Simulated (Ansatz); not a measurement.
# AlGa2N3: the cost of one run

Program: Ansatz 0.2.0. Level of theory: DFT PBE, scalar-relativistic, plane waves, PAW. These are calculated values, not measurements.

1 further run of the same task is left out (set aside as unsound or not needed). Runs told in other sessions of the task aren't counted.

## 1. The system as given

It takes space group P3m1 (No. 156, trigonal). The conventional cell has a = 3.182 Å, b = 3.182 Å, c = 7.795 Å, α = 90.00°, β = 90.00°, γ = 120.00°. Around Al (site symmetry 3m) lie 4 N at 1.90 to 1.93 Å. Ga (site symmetry 3m) is surrounded by 4 N at 1.96 to 1.98 Å. Ga (site symmetry 3m) is surrounded by 4 N at 1.96 to 1.97 Å. N (site symmetry 3m) has 4 Ga at 1.96 to 1.97 Å in its first shell of neighbours. N (site symmetry 3m) is surrounded by 1 Al at 1.90 Å and 3 Ga at 1.96 Å. Around N (site symmetry 3m) lie 3 Al at 1.93 Å and 1 Ga at 1.98 Å.

Structure file:

```
Al Ga N
1.0
     3.18200    0.00000    0.00000
    -1.59100    2.75570    0.00000
     0.00000    0.00000    7.79524
Al Ga N
1 2 3
Cartesian
  1.5910 0.9186 2.5964
  0.0000 0.0000 0.0215
  0.0000 1.8371 5.1766
  0.0000 1.8371 7.1429
  1.5910 0.9186 4.4962
  0.0000 0.0000 2.0032
```

It is the end of an earlier relaxation with the same method, from a generated guess; it needn't be the stable form of this composition. At a tolerance of 0.02 Å it has space group P3m1 (No. 156); it has 11.39 Å³/atom, an uncorrected energy of -0.73 eV/atom over the elements and, on its mesh, gap 2.14 eV.

## 2. Point at V/V0 = 0.97

The input, input.yaml:

```yaml
crystal:
  lattice:
    - [3.1498590517, 0.0, 0.0]
    - [-1.5749295259, 2.7278579571, 0.0]
    - [0.0, 0.0, 7.7164949341]
  atoms:
    - { symbol: Al, position: [0.6666666667, 0.3333333333, 0.3330794909] }
    - { symbol: Ga, position: [0.0, 0.0, 0.0027618707] }
    - { symbol: Ga, position: [0.3333333333, 0.6666666667, 0.664067462] }
    - { symbol: "N", position: [0.3333333333, 0.6666666667, 0.9163214255] }
    - { symbol: "N", position: [0.6666666667, 0.3333333333, 0.5767867001] }
    - { symbol: "N", position: [0.0, 0.0, 0.2569830508] }
basis:
  ecutwfc: 420
kpoints:
  mp_grid: { grid: [12, 12, 4] }
hamiltonian:
  xc: pbe
scf:
  occupations: { method: gaussian, width: 0.02 }
output:
  forces: true
  stress: true
  eigenvalues: true
  write_density: true
  write_potential: true
  elf: true
  volumetric_format: npy
relax:
  adjacent_minimum: "off"
  f_tol: 0.01
  max_steps: 30
  cell: { stress_tol: 0.1, fix: [volume] }
```

Command:

```bash
$ ansatz run input.yaml --threads 1 --pin off --max-ram 2560MiB --backend cpu --events-out ev --progress --plain --runs-dir out
```

Q: Estimate wall time and peak memory on 1 thread of Intel Xeon at 2.50GHz (Skylake/Cascade Lake), shared host.

About 62 s, with a peak of 0.42 GiB.
